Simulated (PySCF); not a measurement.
# YH₁₂O₆ (+3): NMR shieldings, part 2 of 2

PySCF 2.14.0. Atoms count from 0. Earlier steps stand in the parts before.

### Step 5. NMR shieldings: PBE0/pcSseg-1 Y:us-x2c-TZVPall-2c in water, spin-free

What the job is given:

```
{"job": {"xc": "PBE0", "basis": {"default": "pcSseg-1", "Y": "us-x2c-TZVPall-2c"}, "rel": "sf", "solvent": "water", "kind": "hnmr"}, "charge": 3, "multiplicity": 1}
Y      0.000500    -0.000160    -0.000040
O      0.161210     0.162940     2.127850
H      0.143490     0.973320     2.676580
H      0.277150    -0.553350     2.785060
O     -0.158710    -0.164030    -2.127450
H     -0.259270     0.553370    -2.785800
H     -0.159080    -0.975660    -2.674230
O      2.127850     0.163700    -0.162990
H      2.785580     0.273250     0.553320
H      2.676070     0.147840    -0.973280
O     -2.127350    -0.158760     0.163460
H     -2.675350    -0.153240     0.974190
H     -2.784550    -0.267960    -0.553870
O     -0.164760     2.127340    -0.159710
H     -0.976630     2.673790    -0.155340
H      0.551410     2.786220    -0.264510
O      0.163050    -2.127860     0.159190
H     -0.553140    -2.783900     0.275290
H      0.972510    -2.676850     0.142280
```

Method: PBE0/pcSseg-1 Y:us-x2c-TZVPall-2c GIAO NMR shielding, spin-free X2C, Gaussian nuclei, IEF-PCM water.

Standard output:

```text
spin-free SCF
coarse grid: 68752 points
cycle   1  E = -3842.5747348705  dE =  1.160e+00  |g| = 1.408e+00  |ddm| = 5.543e+00
cycle   2  E = -3842.4269341935  dE =  1.478e-01  |g| = 1.696e+00  |ddm| = 1.647e+00
cycle   3  E = -3842.9092764430  dE = -4.823e-01  |g| = 1.821e-01  |ddm| = 9.440e-01
cycle   4  E = -3842.9149472176  dE = -5.671e-03  |g| = 4.031e-02  |ddm| = 1.265e-01
cycle   5  E = -3842.9150785725  dE = -1.314e-04  |g| = 9.375e-03  |ddm| = 2.468e-02
cycle   6  E = -3842.9150832518  dE = -4.679e-06  |g| = 5.882e-04  |ddm| = 5.787e-03
final grid: 145760 points
cycle   7  E = -3842.9147308719  dE = -4.411e-07  |g| = 8.021e-04  |ddm| = 2.135e-03
cycle   8  E = -3842.9147308533  dE =  1.854e-08  |g| = 7.122e-04  |ddm| = 7.445e-04
cycle   9  E = -3842.9147309239  dE = -7.053e-08  |g| = 1.730e-04  |ddm| = 4.138e-04
cycle  10  E = -3842.9147309283  dE = -4.473e-09  |g| = 6.283e-05  |ddm| = 1.059e-04
converged SCF energy = -3842.9147309283
check of the scalar solution
cycle   1  E = -3842.9147309284  dE = -3.843e+03  |FDS-SDF| = 1.462e+00
cycle   2  E = -3842.9149034428  dE = -1.725e-04  |FDS-SDF| = 1.580e-03
cycle   3  E = -3842.9149034429  dE = -1.710e-10  |FDS-SDF| = 5.574e-05
converged, E = -3842.9149034429

Field gradients (au) and densities at the nuclei (bohr^-3)
atom        Vxx        Vyy        Vzz        centre      nuclear mean
  0 Y     -0.0194    -0.0208     0.0402      61180.001      61063.275
  1 O      0.2777     1.3240    -1.6017        281.901        281.901
  2 H     -0.1664    -0.2302     0.3965          0.322          0.322
  3 H     -0.1662    -0.2299     0.3961          0.322          0.322
  4 O      0.2767     1.3241    -1.6009        281.901        281.900
  5 H     -0.1664    -0.2301     0.3965          0.322          0.322
  6 H     -0.1667    -0.2305     0.3971          0.322          0.322
  7 O      0.2775     1.3233    -1.6008        281.901        281.900
  8 H     -0.1667    -0.2305     0.3972          0.322          0.322
  9 H     -0.1669    -0.2308     0.3977          0.322          0.322
 10 O      0.2773     1.3241    -1.6014        281.901        281.900
 11 H     -0.1667    -0.2306     0.3973          0.322          0.322
 12 H     -0.1662    -0.2299     0.3962          0.322          0.322
 13 O      0.2774     1.3236    -1.6010        281.901        281.900
 14 H     -0.1666    -0.2305     0.3971          0.322          0.322
 15 H     -0.1665    -0.2302     0.3968          0.322          0.322
 16 O      0.2771     1.3233    -1.6004        281.900        281.900
 17 H     -0.1673    -0.2312     0.3986          0.323          0.323
 18 H     -0.1672    -0.2312     0.3984          0.323          0.323
without picture change
  0 Y                            0.0415                    104465.867

Core orbital energies (eV)
atom   shell        mean    spread
  0 Y  1s       -16915.844   0.000
  0 Y  2s        -2335.548   0.000
  0 Y  3s         -380.224   0.000
  0 Y  4s          -51.229   0.000
  0 Y  2p        -2078.155   0.000
  0 Y  3p         -296.007   0.001
  0 Y  4p          -30.089   0.001
  0 Y  3d         -157.076   0.002

Shielding tensors (ppm)
atom      isotropic    diamagn.    paramagn.     s11        s22        s33       span
  0 Y      2460.01     3632.49    -1172.48    2455.87    2461.98    2462.17       6.30
  1 O       263.46      390.18     -126.72     210.57     263.64     316.16     105.59
  2 H        25.70       27.00       -1.30      17.90      20.56      38.66      20.76
  3 H        25.70       27.00       -1.30      17.87      20.57      38.65      20.77
  4 O       263.41      390.18     -126.78     210.37     263.63     316.22     105.85
  5 H        25.70       27.00       -1.31      17.87      20.57      38.64      20.77
  6 H        25.71       27.02       -1.31      17.90      20.56      38.66      20.76
  7 O       263.53      390.16     -126.63     210.52     263.78     316.29     105.77
  8 H        25.71       27.01       -1.30      17.88      20.58      38.67      20.79
  9 H        25.72       27.02       -1.31      17.91      20.57      38.68      20.77
 10 O       263.49      390.18     -126.69     210.58     263.67     316.22     105.64
 11 H        25.71       27.02       -1.31      17.90      20.56      38.68      20.77
 12 H        25.70       27.00       -1.31      17.87      20.57      38.64      20.77
 13 O       263.45      390.16     -126.71     210.48     263.70     316.18     105.70
 14 H        25.71       27.01       -1.30      17.90      20.57      38.66      20.77
 15 H        25.70       27.00       -1.30      17.88      20.57      38.65      20.78
 16 O       263.71      390.17     -126.46     210.73     263.90     316.49     105.76
 17 H        25.73       27.05       -1.32      17.90      20.59      38.69      20.79
 18 H        25.73       27.04       -1.31      17.92      20.56      38.70      20.79
```

Run time: 81 s. Hardware: 1 thread of Intel Xeon Platinum 8375C at 2.90GHz, shared host; peak memory 1.4 GiB.

### Step 6. NMR shieldings: PBE0/pcSseg-1 Y:us-x2c-TZVPall-2c in dichloromethane, spin–orbit

Settings changed since step 5:

```diff
@@ -1,2 +1,2 @@
-{"job": {"xc": "PBE0", "basis": {"default": "pcSseg-1", "Y": "us-x2c-TZVPall-2c"}, "rel": "sf", "solvent": "water", "kind": "hnmr"}, "charge": 3, "multiplicity": 1}
+{"job": {"xc": "PBE0", "basis": {"default": "pcSseg-1", "Y": "us-x2c-TZVPall-2c"}, "rel": "so", "solvent": "dichloromethane", "kind": "hnmr"}, "charge": 3, "multiplicity": 1}
 Y      0.000500    -0.000160    -0.000040
```

Method: PBE0/pcSseg-1 Y:us-x2c-TZVPall-2c GIAO NMR shielding, X2C with spin-orbit coupling, screened-nuclear two-electron part, Gaussian nuclei, IEF-PCM dichloromethane.

Standard output:

```text
spin-free SCF
coarse grid: 68752 points
cycle   1  E = -3842.5052279538  dE =  1.228e+00  |g| = 1.415e+00  |ddm| = 5.543e+00
cycle   2  E = -3842.3536760384  dE =  1.516e-01  |g| = 1.707e+00  |ddm| = 1.658e+00
cycle   3  E = -3842.8431403879  dE = -4.895e-01  |g| = 1.821e-01  |ddm| = 9.513e-01
cycle   4  E = -3842.8488055680  dE = -5.665e-03  |g| = 4.074e-02  |ddm| = 1.267e-01
cycle   5  E = -3842.8489475258  dE = -1.420e-04  |g| = 9.430e-03  |ddm| = 2.514e-02
cycle   6  E = -3842.8489521947  dE = -4.669e-06  |g| = 5.966e-04  |ddm| = 5.768e-03
final grid: 145760 points
cycle   7  E = -3842.8485999974  dE = -4.411e-07  |g| = 8.125e-04  |ddm| = 2.149e-03
cycle   8  E = -3842.8485999770  dE =  2.041e-08  |g| = 7.354e-04  |ddm| = 7.717e-04
cycle   9  E = -3842.8486000543  dE = -7.735e-08  |g| = 1.720e-04  |ddm| = 4.259e-04
cycle  10  E = -3842.8486000588  dE = -4.422e-09  |g| = 6.217e-05  |ddm| = 1.068e-04
converged SCF energy = -3842.8486000588
two-component SCF
cycle   1  E = -3842.7127985689  dE = -3.843e+03  |FDS-SDF| = 1.569e+01
cycle   2  E = -3843.0097325124  dE = -2.969e-01  |FDS-SDF| = 1.373e-01
cycle   3  E = -3843.0098522396  dE = -1.197e-04  |FDS-SDF| = 3.415e-03
cycle   4  E = -3843.0098527982  dE = -5.587e-07  |FDS-SDF| = 1.558e-03
cycle   5  E = -3843.0098528571  dE = -5.887e-08  |FDS-SDF| = 2.355e-04
cycle   6  E = -3843.0098528600  dE = -2.850e-09  |FDS-SDF| = 5.322e-05
converged, E = -3843.0098528600

Field gradients (au) and densities at the nuclei (bohr^-3)
atom        Vxx        Vyy        Vzz        centre      nuclear mean
  0 Y     -0.0194    -0.0209     0.0403      61192.877      61076.150
  1 O      0.2749     1.3235    -1.5983        281.899        281.898
  2 H     -0.1663    -0.2300     0.3963          0.322          0.322
  3 H     -0.1662    -0.2297     0.3959          0.322          0.322
  4 O      0.2739     1.3237    -1.5975        281.898        281.898
  5 H     -0.1663    -0.2299     0.3962          0.322          0.322
  6 H     -0.1666    -0.2303     0.3969          0.322          0.322
  7 O      0.2746     1.3228    -1.5974        281.898        281.898
  8 H     -0.1667    -0.2303     0.3970          0.322          0.322
  9 H     -0.1668    -0.2306     0.3975          0.322          0.322
 10 O      0.2744     1.3236    -1.5980        281.898        281.898
 11 H     -0.1667    -0.2304     0.3971          0.322          0.322
 12 H     -0.1662    -0.2298     0.3959          0.322          0.322
 13 O      0.2745     1.3231    -1.5976        281.898        281.898
 14 H     -0.1666    -0.2303     0.3969          0.322          0.322
 15 H     -0.1665    -0.2300     0.3965          0.322          0.322
 16 O      0.2742     1.3228    -1.5970        281.897        281.897
 17 H     -0.1673    -0.2310     0.3983          0.322          0.322
 18 H     -0.1672    -0.2310     0.3982          0.322          0.322
without picture change
  0 Y                            0.0415                    104464.383

Core orbital energies (eV)
atom   shell        mean    spread
  0 Y  1s       -16916.669   0.000
  0 Y  2s        -2336.687   0.000
  0 Y  3s         -381.421   0.000
  0 Y  4s          -52.440   0.000
  0 Y  2p1/2     -2130.966   0.000
  0 Y  2p3/2     -2054.365   0.000
  0 Y  3p1/2      -305.409   0.000
  0 Y  3p3/2      -293.253   0.000
  0 Y  4p1/2       -32.261   0.000
  0 Y  4p3/2       -30.813   0.000
  0 Y  3d3/2      -159.557   0.000
  0 Y  3d5/2      -157.435   0.001

Shielding tensors (ppm)
atom      isotropic    diamagn.    paramagn.     s11        s22        s33       span
  0 Y      2823.47     3429.73     -606.26    2819.19    2825.51    2825.70       6.51
  1 O       261.08      390.48     -129.40     206.11     260.54     316.58     110.47
  2 H        25.69       26.97       -1.28      17.89      20.58      38.60      20.71
  3 H        25.68       26.96       -1.28      17.86      20.59      38.59      20.73
  4 O       261.03      390.48     -129.46     205.91     260.53     316.64     110.73
  5 H        25.68       26.97       -1.29      17.86      20.59      38.59      20.72
  6 H        25.69       26.98       -1.29      17.89      20.58      38.61      20.72
  7 O       261.14      390.46     -129.32     206.05     260.68     316.71     110.66
  8 H        25.69       26.98       -1.29      17.87      20.60      38.61      20.74
  9 H        25.70       26.99       -1.29      17.90      20.59      38.62      20.72
 10 O       261.11      390.48     -129.37     206.14     260.56     316.64     110.50
 11 H        25.70       26.99       -1.29      17.89      20.58      38.62      20.73
 12 H        25.68       26.97       -1.29      17.86      20.59      38.58      20.72
 13 O       261.07      390.47     -129.39     206.01     260.61     316.60     110.59
 14 H        25.69       26.98       -1.28      17.89      20.59      38.61      20.72
 15 H        25.68       26.97       -1.28      17.86      20.59      38.60      20.73
 16 O       261.32      390.47     -129.15     206.27     260.78     316.90     110.63
 17 H        25.71       27.01       -1.30      17.89      20.61      38.63      20.75
 18 H        25.71       27.00       -1.29      17.91      20.59      38.65      20.74
```

Wall time 2.9 min (1 thread of Intel Xeon Platinum 8375C at 2.90GHz, shared host); peak memory 1.8 GiB.

In short:

```
                       quantity       value
energy from spin-orbit coupling  -0.1613 Eh
```

### Step 7. NMR shieldings: PBE0/pcSseg-1 Y:us-x2c-TZVPall-2c in dichloromethane, spin-free

Settings changed since step 6:

```diff
@@ -1,2 +1,2 @@
-{"job": {"xc": "PBE0", "basis": {"default": "pcSseg-1", "Y": "us-x2c-TZVPall-2c"}, "rel": "so", "solvent": "dichloromethane", "kind": "hnmr"}, "charge": 3, "multiplicity": 1}
+{"job": {"xc": "PBE0", "basis": {"default": "pcSseg-1", "Y": "us-x2c-TZVPall-2c"}, "rel": "sf", "solvent": "dichloromethane", "kind": "hnmr"}, "charge": 3, "multiplicity": 1}
 Y      0.000500    -0.000160    -0.000040
```

Method: PBE0/pcSseg-1 Y:us-x2c-TZVPall-2c GIAO NMR shielding, spin-free X2C, Gaussian nuclei, IEF-PCM dichloromethane.

Standard output:

```text
spin-free SCF
coarse grid: 68752 points
cycle   1  E = -3842.5052279538  dE =  1.228e+00  |g| = 1.415e+00  |ddm| = 5.543e+00
cycle   2  E = -3842.3536760384  dE =  1.516e-01  |g| = 1.707e+00  |ddm| = 1.658e+00
cycle   3  E = -3842.8431403879  dE = -4.895e-01  |g| = 1.821e-01  |ddm| = 9.513e-01
cycle   4  E = -3842.8488055680  dE = -5.665e-03  |g| = 4.074e-02  |ddm| = 1.267e-01
cycle   5  E = -3842.8489475258  dE = -1.420e-04  |g| = 9.430e-03  |ddm| = 2.514e-02
cycle   6  E = -3842.8489521947  dE = -4.669e-06  |g| = 5.966e-04  |ddm| = 5.768e-03
final grid: 145760 points
cycle   7  E = -3842.8485999974  dE = -4.411e-07  |g| = 8.125e-04  |ddm| = 2.149e-03
cycle   8  E = -3842.8485999770  dE =  2.041e-08  |g| = 7.354e-04  |ddm| = 7.717e-04
cycle   9  E = -3842.8486000543  dE = -7.735e-08  |g| = 1.720e-04  |ddm| = 4.259e-04
cycle  10  E = -3842.8486000588  dE = -4.422e-09  |g| = 6.217e-05  |ddm| = 1.068e-04
converged SCF energy = -3842.8486000588
check of the scalar solution
cycle   1  E = -3842.8486000588  dE = -3.843e+03  |FDS-SDF| = 1.462e+00
cycle   2  E = -3842.8487725610  dE = -1.725e-04  |FDS-SDF| = 1.580e-03
cycle   3  E = -3842.8487725612  dE = -1.583e-10  |FDS-SDF| = 5.391e-05
converged, E = -3842.8487725612

Field gradients (au) and densities at the nuclei (bohr^-3)
atom        Vxx        Vyy        Vzz        centre      nuclear mean
  0 Y     -0.0194    -0.0209     0.0403      61180.003      61063.277
  1 O      0.2748     1.3235    -1.5983        281.898        281.898
  2 H     -0.1663    -0.2300     0.3963          0.322          0.322
  3 H     -0.1662    -0.2297     0.3959          0.322          0.322
  4 O      0.2738     1.3237    -1.5975        281.898        281.898
  5 H     -0.1663    -0.2299     0.3962          0.322          0.322
  6 H     -0.1666    -0.2303     0.3969          0.322          0.322
  7 O      0.2746     1.3228    -1.5974        281.898        281.898
  8 H     -0.1667    -0.2303     0.3970          0.322          0.322
  9 H     -0.1668    -0.2306     0.3975          0.322          0.322
 10 O      0.2743     1.3236    -1.5980        281.898        281.898
 11 H     -0.1667    -0.2304     0.3971          0.322          0.322
 12 H     -0.1662    -0.2298     0.3959          0.322          0.322
 13 O      0.2744     1.3231    -1.5976        281.898        281.898
 14 H     -0.1666    -0.2303     0.3969          0.322          0.322
 15 H     -0.1665    -0.2300     0.3965          0.322          0.322
 16 O      0.2741     1.3229    -1.5970        281.897        281.897
 17 H     -0.1673    -0.2310     0.3983          0.322          0.322
 18 H     -0.1672    -0.2310     0.3981          0.322          0.322
without picture change
  0 Y                            0.0415                    104465.871

Core orbital energies (eV)
atom   shell        mean    spread
  0 Y  1s       -16917.056   0.000
  0 Y  2s        -2336.760   0.000
  0 Y  3s         -381.436   0.000
  0 Y  4s          -52.443   0.000
  0 Y  2p        -2079.367   0.000
  0 Y  3p         -297.220   0.001
  0 Y  4p          -31.285   0.001
  0 Y  3d         -158.288   0.002

Shielding tensors (ppm)
atom      isotropic    diamagn.    paramagn.     s11        s22        s33       span
  0 Y      2457.96     3632.55    -1174.59    2453.81    2459.94    2460.13       6.32
  1 O       263.31      390.26     -126.95     210.17     263.69     316.07     105.90
  2 H        25.68       26.97       -1.30      17.87      20.52      38.64      20.78
  3 H        25.67       26.97       -1.30      17.84      20.53      38.63      20.79
  4 O       263.26      390.27     -127.00     209.98     263.67     316.13     106.15
  5 H        25.67       26.97       -1.30      17.84      20.53      38.63      20.79
  6 H        25.68       26.99       -1.31      17.87      20.52      38.65      20.78
  7 O       263.38      390.24     -126.86     210.12     263.83     316.20     106.08
  8 H        25.68       26.98       -1.30      17.85      20.54      38.65      20.80
  9 H        25.69       26.99       -1.30      17.88      20.53      38.66      20.79
 10 O       263.34      390.27     -126.92     210.19     263.71     316.13     105.94
 11 H        25.69       26.99       -1.30      17.87      20.52      38.66      20.79
 12 H        25.67       26.97       -1.30      17.84      20.54      38.63      20.78
 13 O       263.30      390.25     -126.94     210.08     263.74     316.09     106.01
 14 H        25.68       26.98       -1.30      17.87      20.53      38.65      20.78
 15 H        25.67       26.97       -1.30      17.84      20.54      38.64      20.80
 16 O       263.56      390.25     -126.69     210.35     263.94     316.40     106.05
 17 H        25.70       27.02       -1.32      17.87      20.55      38.67      20.81
 18 H        25.70       27.01       -1.31      17.89      20.53      38.69      20.81
```

Wall time 78 s (1 thread of Intel Xeon Platinum 8375C at 2.90GHz, shared host); peak memory 1.4 GiB.

### Step 8. Shieldings side by side

```
                                                                     run      Y0     O7    O13     O1     O4    O16    O10     time
                   step 2, PBE0/pcSseg-1 Y:us-x2c-TZVPall-2c, spin–orbit  2808.7  260.0  260.0  260.0  259.9  260.2  260.0  4.9 min
                    step 3, PBE0/pcSseg-1 Y:us-x2c-TZVPall-2c, spin-free  2443.3  262.3  262.2  262.2  262.2  262.5  262.2     77 s
          step 4, PBE0/pcSseg-1 Y:us-x2c-TZVPall-2c in water, spin–orbit  2825.5  261.3  261.2  261.2  261.2  261.5  261.3    3 min
           step 5, PBE0/pcSseg-1 Y:us-x2c-TZVPall-2c in water, spin-free  2460.0  263.5  263.5  263.5  263.4  263.7  263.5     81 s
step 6, PBE0/pcSseg-1 Y:us-x2c-TZVPall-2c in dichloromethane, spin–orbit  2823.5  261.1  261.1  261.1  261.0  261.3  261.1  2.9 min
 step 7, PBE0/pcSseg-1 Y:us-x2c-TZVPall-2c in dichloromethane, spin-free  2458.0  263.4  263.3  263.3  263.3  263.6  263.3     78 s
```

### Step 9. Summary of results

The summary covers parts 1 to 2.

| quantity | value |
| --- | --- |
| energy from spin-orbit coupling (step 2, PBE0/pcSseg-1 Y:us-x2c-TZVPall-2c, spin–orbit) | -0.1613 Eh |
| shieldings (step 2, PBE0/pcSseg-1 Y:us-x2c-TZVPall-2c, spin–orbit) | Y0 2808.7, O1 260.0, O4 259.9, O7 260.0, O10 260.0, O13 260.0, O16 260.2 ppm |
| shieldings (step 3, PBE0/pcSseg-1 Y:us-x2c-TZVPall-2c, spin-free) | Y0 2443.3, O1 262.2, O4 262.2, O7 262.3, O10 262.2, O13 262.2, O16 262.5 ppm |
| energy from spin-orbit coupling (step 4, PBE0/pcSseg-1 Y:us-x2c-TZVPall-2c in water, spin–orbit) | -0.1613 Eh |
| shieldings (step 4, PBE0/pcSseg-1 Y:us-x2c-TZVPall-2c in water, spin–orbit) | Y0 2825.5, O1 261.2, O4 261.2, O7 261.3, O10 261.3, O13 261.2, O16 261.5 ppm |
| shieldings (step 5, PBE0/pcSseg-1 Y:us-x2c-TZVPall-2c in water, spin-free) | Y0 2460.0, O1 263.5, O4 263.4, O7 263.5, O10 263.5, O13 263.5, O16 263.7 ppm |
| energy from spin-orbit coupling (step 6, PBE0/pcSseg-1 Y:us-x2c-TZVPall-2c in dichloromethane, spin–orbit) | -0.1613 Eh |
| shieldings (step 6, PBE0/pcSseg-1 Y:us-x2c-TZVPall-2c in dichloromethane, spin–orbit) | Y0 2823.5, O1 261.1, O4 261.0, O7 261.1, O10 261.1, O13 261.1, O16 261.3 ppm |
| shieldings (step 7, PBE0/pcSseg-1 Y:us-x2c-TZVPall-2c in dichloromethane, spin-free) | Y0 2458.0, O1 263.3, O4 263.3, O7 263.4, O10 263.3, O13 263.3, O16 263.6 ppm |

A contracted two-component basis is stiff near heavy nuclei, so the absolute shieldings of the heavy atoms from it are rough. A continuum can't give the shift that close solvent molecules cause at an ion. Y0 moves most between the runs, by 382 ppm; the labels say what changes from run to run. The geometry comes from tight binding, which is rough for metal atoms, and these values hang on it.
